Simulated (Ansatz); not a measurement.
# C₄H₉F₃OSn: up Jacob's ladder to CCSD(T)

How much do the methods differ for C₄H₉F₃OSn? The plan is to run it at one geometry with functionals of several rungs and with coupled cluster. The yardstick is the atomisation energy at the CCSD(T) limit.

Computed with Ansatz 0.2.0, Gaussian basis. Level: functionals in def2-TZVPP, the program's frozen cores in correlated methods.

Levels to be run: LDA (SPW92), PBE-D4, revPBE-D4, BLYP-D4, r2SCAN-D4, B97M-V, PBE0-D4, B3LYP-D4, r2SCANh-D4, r2SCAN0-D4, HSE06-D4, BHLYP-D4, CAM-B3LYP-D4, LC-ωPBE, ωB97X-V, ωB97M-V, B2PLYP, PBE-QIDH; CCSD(T)/def2-SVP; CCSD(T)/def2-TZVPP; MP2/def2-QZVPP; extrapolation to the limit; RPA on PBE.

1 further run of the same task is left out (for a known fault of the program). Runs told in other sessions of the task aren't counted.

## Step 1: Structure used throughout

An earlier PBE0-D4 in a triple-zeta def2 set relaxation fixed the geometry. Sn takes the def2 core potential; no spin-orbit term is included.

SMILES `CC(C)(C)[O][Sn]([F])([F])[F]`, 18 atoms, charge 0, spin multiplicity 1.

Atoms are counted from 1 here; the program's logs count them from 0.

Bond lengths: C1–C2 1.519 Å, C1–H10 1.092 Å, C1–H11 1.091 Å, C1–H12 1.091 Å, C2–C3 1.519 Å, C2–C4 1.519 Å, C2–O5 1.445 Å, C3–H13 1.091 Å, C3–H14 1.092 Å, C3–H15 1.095 Å, C4–H16 1.092 Å, C4–H17 1.091 Å, C4–H18 1.095 Å, O5–Sn6 1.915 Å, Sn6–F7 1.893 Å, Sn6–F8 1.884 Å, Sn6–F9 1.893 Å. Angles: C2–C1–H10 110.3°, C2–C1–H11 110.3°, C2–C1–H12 110.3°, H10–C1–H11 108.7°, H10–C1–H12 108.7°, H11–C1–H12 108.5°, C1–C2–C3 110.9°, C1–C2–C4 110.9°, C1–C2–O5 104.0°, C3–C2–C4 111.3°, C3–C2–O5 109.7°, C4–C2–O5 109.8°, C2–C3–H13 110.5°, C2–C3–H14 110.6°, C2–C3–H15 111.5°, H13–C3–H14 108.5°, H13–C3–H15 108.2°, H14–C3–H15 107.4° and more.

## Step 2: LDA

This LDA is Slater exchange with PW92 correlation.

The input, in.yaml:

```yaml
crystal:
  periodic: [false, false, false]
  atoms:
    - {symbol: C, position_ang: [-1.296089, -1.465528, 0.542439]}
    - {symbol: C, position_ang: [-0.263892, -0.378438, 0.294244]}
    - {symbol: C, position_ang: [-0.487613, 0.803437, 1.221084]}
    - {symbol: C, position_ang: [1.145280, -0.927162, 0.432149]}
    - {symbol: O, position_ang: [-0.500128, 0.022277, -1.073484]}
    - {symbol: Sn, position_ang: [0.514759, 1.382079, -1.962089]}
    - {symbol: F, position_ang: [0.413826, 3.100025, -1.173236]}
    - {symbol: F, position_ang: [-0.160481, 1.547399, -3.713165]}
    - {symbol: F, position_ang: [2.366401, 1.022395, -2.122692]}
    - {symbol: H, position_ang: [-1.206816, -1.846300, 1.561975]}
    - {symbol: H, position_ang: [-2.303595, -1.070258, 0.404174]}
    - {symbol: H, position_ang: [-1.149966, -2.293002, -0.153519]}
    - {symbol: H, position_ang: [-1.487838, 1.216885, 1.079795]}
    - {symbol: H, position_ang: [-0.383011, 0.498835, 2.264523]}
    - {symbol: H, position_ang: [0.241282, 1.600155, 1.038175]}
    - {symbol: H, position_ang: [1.315026, -1.300673, 1.444158]}
    - {symbol: H, position_ang: [1.307911, -1.746085, -0.270894]}
    - {symbol: H, position_ang: [1.897244, -0.154842, 0.238164]}
basis:
  gaussian: {orbitals: def2-TZVPP}
hamiltonian: {xc: lda}
output: {orbitals: {seedname: orbitals}}
```

Run with:

```bash
> ansatz run in.yaml --threads 4 --pin off --events-out ev --progress --plain --max-ram 46080MiB --backend cuda --devices 0, --max-vram 37GiB
```

After this run come: PBE-D4 (GGA); revPBE-D4 (GGA); BLYP-D4 (GGA); r2SCAN-D4 (meta-GGA); B97M-V (meta-GGA); PBE0-D4 (hybrid); B3LYP-D4 (hybrid); r2SCANh-D4 (hybrid); r2SCAN0-D4 (hybrid); HSE06-D4 (hybrid); BHLYP-D4 (hybrid); CAM-B3LYP-D4 (range-separated); LC-ωPBE (range-separated); ωB97X-V (range-separated); ωB97M-V (range-separated); B2PLYP (double hybrid); PBE-QIDH (double hybrid); CCSD(T) in def2-SVP; CCSD(T) in def2-TZVPP; MP2 in def2-QZVPP; RPA on PBE orbitals.

**Question.** What will the summary of the whole plan be? Wanted: atomisation energy, CCSD(T)/CBS; farthest beyond LDA; mean size of error, GGA; mean size of error, meta-GGA; mean size of error, hybrid; mean size of error, range-separated; mean size of error, double hybrid; gap, smallest and largest; T1 diagnostic.

The runs gave:

| quantity | value |
| --- | --- |
| atomisation energy, CCSD(T)/CBS | 1684.9 kcal/mol |
| functionals within 16.8 kcal/mol (1.0 %) | BLYP-D4, r2SCAN-D4, B97M-V, PBE0-D4, HSE06-D4, CAM-B3LYP-D4, LC-ωPBE, ωB97X-V, ωB97M-V |
| farthest beyond LDA | BHLYP-D4 (-74.8 kcal/mol) |
| mean size of error, GGA | 19.7 kcal/mol |
| mean size of error, meta-GGA | 3.5 kcal/mol |
| mean size of error, hybrid | 29.5 kcal/mol |
| mean size of error, range-separated | 6.9 kcal/mol |
| mean size of error, double hybrid | 27.0 kcal/mol |
| gap, smallest and largest | 3.53 eV (LDA (SPW92)), 11.47 eV (LC-ωPBE) |
| T1 diagnostic | 0.0139 |
| triples share of the correlation energy | 3.4 % |

**Reading.** The LDA atomisation energy is off by 248.1 kcal/mol (15 %): it overbinds. PBE-D4 misses by +27.4 kcal/mol. Double hybrids carry the basis error of their MP2 part in triple zeta, and no dispersion term here, so their miss is partly the set-up's. The rungs meta-GGA, range-separated miss on average by less than the doubt on the reference (16.8 kcal/mol), so they tie. The reference freezes the cores and leaves out spin-orbit coupling and excitations past (T), and its outer-core shells are covered unevenly, so misses under about 16.8 kcal/mol can't be ranked. All levels share the lack of spin-orbit coupling, which lowers the free heavy atoms and so the true binding. Hartree-Fock recovers 72 % of the binding; the rest is correlation. CCSD(T) in def2-SVP is off by -96.9 kcal/mol, worse than the median functional, from the basis alone. Orbital gaps span 3.5 to 11.5 eV; exact exchange widens them. Correlated methods include outer-core shells of Sn, which these sets cover unevenly.
